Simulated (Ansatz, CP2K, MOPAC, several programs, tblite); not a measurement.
Energy against volume for an ordered 4-atom cell of CdSiN2 on the zincblende lattice (P-4m2), at fixed shape and fractional coordinates, computed by several methods (PBE and r2SCAN, where shown, with plane waves in Ansatz); the cell shown is that of r2SCAN. With free coordinates or axes held, a curve is too stiff, and on another method's shape its minimum isn't the method's own volume. Space group P-4m2 (No. 115), tetragonal; conventional cell a = 3.034 Å, c = 5.110 Å, 11.76 Å³ an atom. Around Cd lie 4 N at 2.23 Å; around N lie 2 Si at 1.77 Å and 2 Cd at 2.23 Å; around Si lie 4 N at 1.77 Å. Values at 0 K without nuclear motion; spin polarisation is off, and the phase may be a hypothetical one. Energies count from each curve's lowest point; fits are third-order Birch-Murnaghan.

```cif
data_structure
_symmetry_space_group_name_H-M 'P-4m2'
_symmetry_Int_Tables_number 115
_cell_length_a 3.0340
_cell_length_b 3.0340
_cell_length_c 5.1102
_cell_angle_alpha 90.000
_cell_angle_beta 90.000
_cell_angle_gamma 90.000
_cell_volume 47.04
loop_
_atom_site_label
_atom_site_type_symbol
_atom_site_symmetry_multiplicity
_atom_site_Wyckoff_symbol
_atom_site_fract_x
_atom_site_fract_y
_atom_site_fract_z
_atom_site_occupancy
Cd1 Cd 1 a 0.00000 0.00000 0.00000 1
N1 N 2 g 0.00000 0.50000 0.31974 1
Si1 Si 1 c 0.50000 0.50000 0.50000 1
```

r2SCAN, on the shape of its own relaxed cell:
```csv
V (Å³/atom),E (meV/atom)
11.054,29.31
11.407,6.93
11.760,0.00
12.113,6.24
12.466,23.70
```
V₀ = 11.76 Å³ an atom and B₀ = 199 GPa.

Q: PBE/DZVP (CP2K), on the shape of the cell shown, gives
```tsv
V (Å³/atom)	E (meV/atom)
10.349	190.04
11.054	59.11
11.760	2.69
12.466	0.00
13.171	36.78
```
What equilibrium volume and bulk modulus follow?

A: V₀ = 12.14 Å³ an atom and B₀ = 176 GPa.

PBE/SZV (CP2K), on the shape of the cell shown:

| V (Å³/atom) | E (meV/atom) |
| --- | --- |
| 10.349 | 446.81 |
| 11.054 | 226.59 |
| 11.760 | 93.09 |
| 12.466 | 22.88 |
| 13.171 | 0.00 |

The lowest point is an end point, so the minimum isn't bracketed.

GFN2-xTB (tblite), on the shape of the cell shown, as a cluster of 72 atoms at the zone centre:
```
V (Å³/atom)  E (meV/atom)
     10.349         32.48
     11.054          0.00
     11.760         12.29
     12.466         56.33
     13.171        122.57
```
V₀ = 11.18 Å³ an atom and B₀ = 150 GPa.

PM7 (MOPAC), on the shape of the cell shown, as a cluster of 72 atoms at the zone centre:
```
V (Å³/atom)  E (meV/atom)
     10.349       1193.01
     11.054        663.45
     11.760        314.89
     12.466        104.28
     13.171          0.00
```
The lowest point is an end point, so the minimum isn't bracketed.
